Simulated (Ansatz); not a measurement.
# SnH− (triplet): wB97M-V, HSE06 over a scan of the distance Sn1–H2, def2-SVPD

How well do these functionals follow the top wave-function level for SnH− (triplet) over a scan of the distance Sn1–H2?

Computed with Ansatz 0.2.0, Gaussian basis. Level: def2-SVPD, all electrons in the functionals.

Plan: wB97M-V, HSE06, at 1.474 Å; 1.636 Å; 1.811 Å; 2.022 Å; 2.244 Å; 2.458 Å; 2.840 Å; 3.387 Å; 3.942 Å; 4.987 Å; 6.210 Å.

26 further runs of the same task are left out: 20 that didn't finish, 6 set aside as unsound or not needed.

### 1 The geometry

The geometry derives from a PBE0/def2-TZVPD stationary point (not a proven minimum). One bond is set to the value named and the two fragments are kept rigid. No spin-orbit coupling is included. Elements past krypton take def2 core potentials.

2 atoms, charge -1, spin multiplicity 3.

Atoms are counted from 1 here; the program's logs count them from 0.

Bond lengths: Sn1–H2 1.811 Å.

As a file:

```xyz
2
HSn
Sn    0.00000    0.00000    0.00000
H     0.00000    0.00000    1.81120
```

No dispersion term is added; wB97M-V holds VV10 nonlocal correlation. HSE06 is the plane-wave form.

The geometry shown and the zero of energy belong to the point 1.811 Å. The yardstick, FCI, and other wave-function levels (R restricted, U unrestricted, valence and pair active spaces) come from earlier runs.

### 2 wB97M-V, 1.474 Å

in.yaml reads:

```yaml
crystal:
  periodic: [false, false, false]
  atoms:
    - {symbol: Sn, position_ang: [0.000000, 0.000000, 0.000000]}
    - {symbol: H, position_ang: [0.000000, 0.000000, 1.474000]}
basis:
  gaussian: {orbitals: def2-SVPD}
total_charge: -1
magnetization: {spin_polarized: true, initial_magnetization: 2}
hamiltonian: {xc: {name: wB97M-V}}
output: {orbitals: {seedname: orbitals}}
```

On the command line:

```console
$ ansatz run in.yaml --threads 1 --pin off --events-out ev --progress --plain --max-ram 2393MiB
```

The runs that follow: wB97M-V, 1.636 Å; wB97M-V, 1.811 Å; wB97M-V, 2.022 Å; wB97M-V, 2.244 Å; wB97M-V, 2.458 Å; wB97M-V, 2.840 Å; wB97M-V, 3.387 Å; wB97M-V, 3.942 Å; wB97M-V, 4.987 Å; wB97M-V, 6.210 Å; HSE06, 1.474 Å; HSE06, 1.636 Å; HSE06, 1.811 Å; HSE06, 2.022 Å; HSE06, 2.244 Å; HSE06, 2.458 Å; HSE06, 2.840 Å; HSE06, 3.387 Å; HSE06, 3.942 Å; HSE06, 4.987 Å; HSE06, 6.210 Å.

**Question.** What will the summary of the whole plan be? Wanted: span of the FCI curve; largest miss, wB97M-V; largest miss, HSE06.

**Answer**, as computed:

```
             quantity                value
span of the FCI curve             2.397 eV
largest miss, wB97M-V  +0.306 eV (4.987 Å)
  largest miss, HSE06  +0.132 eV (2.840 Å)
```

In words: Of the functionals, HSE06 keep the smallest largest miss at the points compared (at most 0.132 eV) and wB97M-V strays most (0.306 eV, at 4.987 Å). wB97M-V, HSE06 clearly break the spin symmetry at some points (⟨S²⟩ up to 1.00 above the pure value), so energy there is bought with a mixed spin. Functionals and the yardstick converge differently with the basis, so part of each miss in def2-SVPD is the basis.
